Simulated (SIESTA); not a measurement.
**HfIn4SiO6 under changes of volume**

One of the cells (19.640 Å³/atom); the others are scaled copies at fixed shape and fractional positions:

```
Hf In Si O
1.0
     5.73641    0.00384    0.01569
    -0.70973    6.14860   -0.00579
    -2.75531   -1.40481    6.67467
Hf In Si O
1 4 1 6
Direct
  0.11793 0.01556 0.13292
  0.38842 0.99901 0.72891
  0.75865 0.00842 0.49586
  0.23461 0.48841 0.53300
  0.59649 0.48211 0.20528
  0.86778 0.44029 0.85544
  0.55316 0.38738 0.79290
  0.93454 0.38483 0.65596
  0.98414 0.26218 0.00347
  0.99083 0.69806 0.98452
  0.08665 0.06493 0.39374
  0.48680 0.10883 0.21799
```

The cell was built by a generator and needn't be a form met in nature.

* Program: SIESTA 5.4.2
* Functional: PBE
* Potentials or basis: PseudoDojo 0.4 standard (PBE files)
* Basis: DZP (energy shift 0.003 Ry; two zetas on semicore shells)
* Grid cutoff: 800 Ry
* Energy shift: 0.003 Ry
* k mesh: 5 × 5 × 4
* Occupations: fermi-dirac, width 0.05 eV
* Spin: no spin polarisation

```csv
volume (Å³/atom),energy over the lowest point (meV/atom),pressure (GPa),gap on the mesh (eV),largest force (eV/Å)
18.099,33.98,7.8,0.73,1.263
18.484,?,?,?,?
18.869,7.40,3.4,0.82,0.608
19.640,0.00,-0.2,0.90,0.258
20.025,2.33,-1.7,0.95,0.435
20.410,8.14,-3.1,0.99,0.680
```

What does the run at 18.484 Å³/atom give?

Energy over the lowest point 18.04 meV/atom; pressure 5.5 GPa; gap on the mesh 0.77 eV; largest force 0.925 eV/Å.

Worked out: A Birch-Murnaghan fit of order 3 (a polynomial in V^(-2/3)) to the other rows has its minimum at 19.59 Å³/atom with B0 = V·E''(V) = 83 GPa and B' = 4.4 at fixed shape and positions, which overstates the stiffness. It gives 18.03 meV/atom at 18.484 Å³/atom, against the run's 18.04, and -dE/dV = 5.5 GPa, against 5.5. A straight line through the other rows of the gap, of slope 2.16 eV per unit of ln V, gives 0.77 eV, against the run's 0.77.

Energies are extrapolated to zero smearing.

Caveats: short orbitals over semicore shells can move pressures by several GPa; spin-orbit coupling is left out, which moves the levels of the heavy elements; an odd mesh through Γ misses points on the zone boundary, where band edges often lie; the basis of atomic orbitals isn't converged, which shifts pressures, moduli and gaps; forces of over 1 eV/Å show positions far from the minimum, so gaps and moduli don't describe the material at rest (some runs).
